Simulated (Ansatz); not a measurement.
**CH₇BrO₂Si₂: up Jacob's ladder to CCSD(T)**

One table from this session's results is given with a row withheld; the runs are named, their logs left out.

Computed with Ansatz 0.2.0, Gaussian basis. Level: functionals in def2-TZVPP, the program's frozen cores in correlated methods.

Levels to be run: PBE-D4, r2SCAN-D4, PBE0-D4, B3LYP-D4, ωB97X-V, ωB97M-V, B2PLYP; CCSD(T)/def2-TZVPP; MP2/def2-QZVPP; extrapolation to the limit.

## The geometry

All runs share one geometry, relaxed beforehand with PBE0-D4 in a triple-zeta def2 set.

13 atoms, charge 0, spin multiplicity 1.

Atoms are counted from 1 here; the program's logs count them from 0.

Bond lengths: C1–O2 1.412 Å, C1–H7 1.094 Å, C1–H8 1.090 Å, C1–H9 1.095 Å, O2–Si3 1.629 Å, Si3–O4 1.627 Å, Si3–Si5 2.333 Å, Si3–Br6 2.246 Å, O4–H10 0.960 Å, Si5–H11 1.485 Å, Si5–H12 1.487 Å, Si5–H13 1.487 Å. Angles: O2–C1–H7 111.0°, O2–C1–H8 107.9°, O2–C1–H9 111.3°, H7–C1–H8 109.1°, H7–C1–H9 108.8°, H8–C1–H9 108.7°, C1–O2–Si3 126.8°, O2–Si3–O4 108.3°, O2–Si3–Si5 114.8°, O2–Si3–Br6 107.1°, O4–Si3–Si5 108.5°, O4–Si3–Br6 110.3°, Si5–Si3–Br6 107.8°, Si3–O4–H10 118.2°, Si3–Si5–H11 109.8°, Si3–Si5–H12 110.6°, Si3–Si5–H13 108.3°, H11–Si5–H12 109.8° and more.

Geometry (Å):

```xyz
13
CH7BrO2Si2
C    -1.3535    1.5938   -0.3991
O    -0.5805    0.6076   -1.0490
Si   -0.0004   -0.7666   -0.3942
O     0.5936   -1.6922   -1.5929
Si    1.6723   -0.4586    1.2031
Br   -1.7239   -1.8008    0.6079
H    -2.2759    1.1668    0.0048
H    -1.6067    2.3585   -1.1340
H    -0.7948    2.0633    0.4170
H     0.0131   -1.9164   -2.3240
H     2.0272   -1.7625    1.8176
H     2.8786    0.1536    0.5868
H     1.1509    0.4535    2.2559
```

The first run:

in.yaml

```yaml
crystal:
  periodic: [false, false, false]
  atoms:
    - {symbol: C, position_ang: [-1.353504, 1.593830, -0.399052]}
    - {symbol: O, position_ang: [-0.580548, 0.607572, -1.048957]}
    - {symbol: Si, position_ang: [-0.000431, -0.766615, -0.394240]}
    - {symbol: O, position_ang: [0.593608, -1.692160, -1.592904]}
    - {symbol: Si, position_ang: [1.672251, -0.458624, 1.203053]}
    - {symbol: Br, position_ang: [-1.723924, -1.800839, 0.607862]}
    - {symbol: H, position_ang: [-2.275862, 1.166817, 0.004848]}
    - {symbol: H, position_ang: [-1.606667, 2.358466, -1.133950]}
    - {symbol: H, position_ang: [-0.794816, 2.063290, 0.416992]}
    - {symbol: H, position_ang: [0.013138, -1.916388, -2.323963]}
    - {symbol: H, position_ang: [2.027244, -1.762496, 1.817598]}
    - {symbol: H, position_ang: [2.878605, 0.153639, 0.586794]}
    - {symbol: H, position_ang: [1.150897, 0.453498, 2.255920]}
basis:
  gaussian: {orbitals: def2-TZVPP}
hamiltonian: {xc: pbe, dispersion: d4}
output: {forces: true, orbitals: {seedname: orbitals}}
```

Run with:

```sh
$ ansatz run in.yaml --threads 2 --pin off --events-out ev --progress --plain --max-ram 20480MiB --backend cuda --devices 0, --max-vram 18GiB
```

Steps of the session up to this table: PBE-D4 (GGA); r2SCAN-D4 (meta-GGA); PBE0-D4 (hybrid); B3LYP-D4 (hybrid); ωB97X-V (range-separated); ωB97M-V (range-separated); B2PLYP (double hybrid); CCSD(T) in def2-TZVPP; MP2 in def2-QZVPP.

One of the session's tables, all rows but one given; the rest of the session is left out.

| method | atomisation energy (kJ/mol) |
| --- | --- |
| PBE-D4 | 4655.2 |
| r2SCAN-D4 | 4629.1 |
| PBE0-D4 | 4585.1 |
| B3LYP-D4 | 4598.6 |
| ωB97X-V | 4637.6 |
| ωB97M-V | 4621.1 |
| B2PLYP | 4549.8 |
| HF/def2-TZVPP | 3366.8 |
| MP2/def2-TZVPP | 4574.7 |
| CCSD/def2-TZVPP | 4433.9 |
| CCSD(T)/def2-TZVPP | 4499.3 |
| MP2/CBS | 4715.6 |
| CCSD(T)/CBS | ? |

**Question.** Estimate the row for CCSD(T)/CBS.

The run gave: atomisation energy (kJ/mol): 4640.1. In the column «atomisation energy (kJ/mol)» it lies between ωB97X-V (4637.6) and PBE-D4 (4655.2).
